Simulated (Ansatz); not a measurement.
In, space group R-3m, a comparison of functionals at one structure

Run with the Python package of Ansatz (0.2.0).

The script, `in_xc.py`:
```python
"""Functional comparison for In (totals differ with the potentials too)."""

import ansatz
from ase import Atoms
import pandas as pd

atoms = Atoms(
    ["In", "In", "In"],
    scaled_positions=[
        (0.0, 0.0, 0.0),
        (0.778012, 0.778012, 0.778012),
        (0.221988, 0.221988, 0.221988),
    ],
    cell=[
        (1.669637, 0.963965, 8.207463),
        (-1.669637, 0.963965, 8.207463),
        (0.0, -1.927931, 8.207463),
    ],
    pbc=True,
)
system = ansatz.Crystal.from_ase(atoms)

calculation = (
    system.calculation()
    .basis(450, xc_grid=2)  # cutoff of the orbital basis
    .accuracy("low")  # preset for grids and thresholds
    .kpoints(5, shift=0.5)  # sampling of the Brillouin zone
    .occupations(ansatz.OccupationsMethod.GAUSSIAN)
    .mixing("anderson", beta=0.1)
    .scf(tolerance=1e-05, extra_bands=6)
)

rows = []
for value in ["lda", "blyp", "r2scan"]:
    report = calculation.functional(value).run().report
    rows.append((value, report["free_energy_ev"] / len(report["lattice"]["sites"]), report["n_iterations"], report["n_kpoints"]))

table = pd.DataFrame(rows, columns=["functional", "F/atom (eV)", "iterations", "k-points"])
print(table.round(5).to_string(index=False))
```

```console
$ python in_xc.py
DeckWarning: basis.ecutwfc = 450 eV is below the records' recommended 500 eV, and the density's cutoff is lower with it unless basis.ecutrho_ratio is high enough to keep the records' density cutoff: compare with a run at a higher cutoff
functional  F/atom (eV)  iterations  k-points
       lda  -5457.14801           9        19
      blyp  -5613.74521           9        19
    r2scan  -5611.81419           8        19
```
(Warnings from the package without file and line.)

Notes:
- The cutoff lies under the one recommended for these potentials in some of the runs.
- BLYP can be off by several per cent in the lattices of metals, and by several GPa in the pressure at a fixed cell.
- For a metal this k-point mesh is coarse: on a finer one energies can move by several to tens of meV an atom and pressures by half a GPa or more, differences at one mesh by less.
- This isn't the structure that In takes at ambient conditions.
- Total energies of different functionals can't be compared; pressures, moments and gaps at this one structure can.
- The whole script took 4.7 s on 1 thread of Intel(R) Xeon(R) 6975P-C (Granite Rapids), with other jobs on the host, peak memory 0.48 GiB.
